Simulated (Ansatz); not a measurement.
# CH10BNSi2: one species, many methods

The task here is to estimate one member of a computed series from the others.

Program: Ansatz 0.2.0, Gaussian basis. Level of theory: functionals in def2-TZVPP, the program's frozen cores in correlated methods. These are calculated values, not measurements.

The runs, in order: PBE-D4, r2SCAN-D4, PBE0-D4, B3LYP-D4, ωB97X-V, ωB97M-V, B2PLYP; CCSD(T)/def2-TZVPP; MP2/def2-QZVPP; extrapolation to the limit.

**The relaxed structure**

All runs share one geometry, relaxed beforehand with PBE0-D4 in a triple-zeta def2 set.

SMILES `CN([SiH3])B[SiH3]`, 15 atoms, charge 0, spin multiplicity 1.

Atoms are counted from 1 here; the program's logs count them from 0.

Bond lengths: C1–N2 1.461 Å, C1–H6 1.095 Å, C1–H7 1.095 Å, C1–H8 1.090 Å, N2–Si3 1.753 Å, N2–B4 1.397 Å, Si3–H9 1.479 Å, Si3–H10 1.487 Å, Si3–H11 1.487 Å, B4–Si5 2.029 Å, B4–H12 1.204 Å, Si5–H13 1.493 Å, Si5–H14 1.490 Å, Si5–H15 1.493 Å. Angles: N2–C1–H6 111.0°, N2–C1–H7 111.0°, N2–C1–H8 109.7°, H6–C1–H7 107.8°, H6–C1–H8 108.6°, H7–C1–H8 108.6°, C1–N2–Si3 114.6°, C1–N2–B4 121.4°, Si3–N2–B4 124.0°, N2–Si3–H9 109.3°, N2–Si3–H10 109.2°, N2–Si3–H11 109.2°, H9–Si3–H10 110.5°, H9–Si3–H11 110.5°, H10–Si3–H11 108.1°, N2–B4–Si5 124.9°, N2–B4–H12 116.7°, Si5–B4–H12 118.4° and more.

The first run:

in.yaml

```yaml
crystal:
  periodic: [false, false, false]
  atoms:
    - {symbol: C, position_ang: [-1.690521, 0.036415, 1.294234]}
    - {symbol: N, position_ang: [-0.512853, 0.050499, 0.429468]}
    - {symbol: Si, position_ang: [0.598983, 1.371577, 0.731329]}
    - {symbol: B, position_ang: [-0.318081, -0.926142, -0.550789]}
    - {symbol: Si, position_ang: [1.271922, -1.009580, -1.808482]}
    - {symbol: H, position_ang: [-2.280222, 0.950210, 1.169050]}
    - {symbol: H, position_ang: [-1.402749, -0.035266, 2.348060]}
    - {symbol: H, position_ang: [-2.317571, -0.819404, 1.045721]}
    - {symbol: H, position_ang: [1.737713, 1.276818, -0.208066]}
    - {symbol: H, position_ang: [-0.117413, 2.662612, 0.554208]}
    - {symbol: H, position_ang: [1.075330, 1.296825, 2.138038]}
    - {symbol: H, position_ang: [-1.166284, -1.775429, -0.642953]}
    - {symbol: H, position_ang: [1.384947, 0.204114, -2.669986]}
    - {symbol: H, position_ang: [1.145505, -2.184162, -2.716526]}
    - {symbol: H, position_ang: [2.569393, -1.149686, -1.083906]}
basis:
  gaussian: {orbitals: def2-TZVPP}
hamiltonian: {xc: pbe, dispersion: d4}
output: {forces: true, orbitals: {seedname: orbitals}}
```

Command:

```
ansatz run in.yaml --threads 4 --pin off --events-out ev --progress --plain --max-ram 10444MiB
```

Among the steps run: PBE-D4 (GGA); r2SCAN-D4 (meta-GGA); PBE0-D4 (hybrid); B3LYP-D4 (hybrid); ωB97X-V (range-separated); ωB97M-V (range-separated); B2PLYP (double hybrid); CCSD(T) in def2-TZVPP; MP2 in def2-QZVPP.

One of the session's tables, all rows but one given; the rest of the session is left out.

| method | atomisation energy (kJ/mol) |
| --- | --- |
| PBE-D4 | 5100.3 |
| r2SCAN-D4 | 5078.6 |
| PBE0-D4 | 5061.6 |
| B3LYP-D4 | 5102.4 |
| ωB97X-V | ? |
| ωB97M-V | 5097.9 |
| B2PLYP | 5026.9 |
| HF/def2-TZVPP | 3830.3 |
| MP2/def2-TZVPP | 4959.6 |
| CCSD/def2-TZVPP | 4899.7 |
| CCSD(T)/def2-TZVPP | 4954.1 |
| MP2/CBS | 5081.0 |
| CCSD(T)/CBS | 5075.4 |

Q: Estimate the row for ωB97X-V from the others.

As computed: atomisation energy (kJ/mol): 5114.4. In the column «atomisation energy (kJ/mol)» it is the highest.
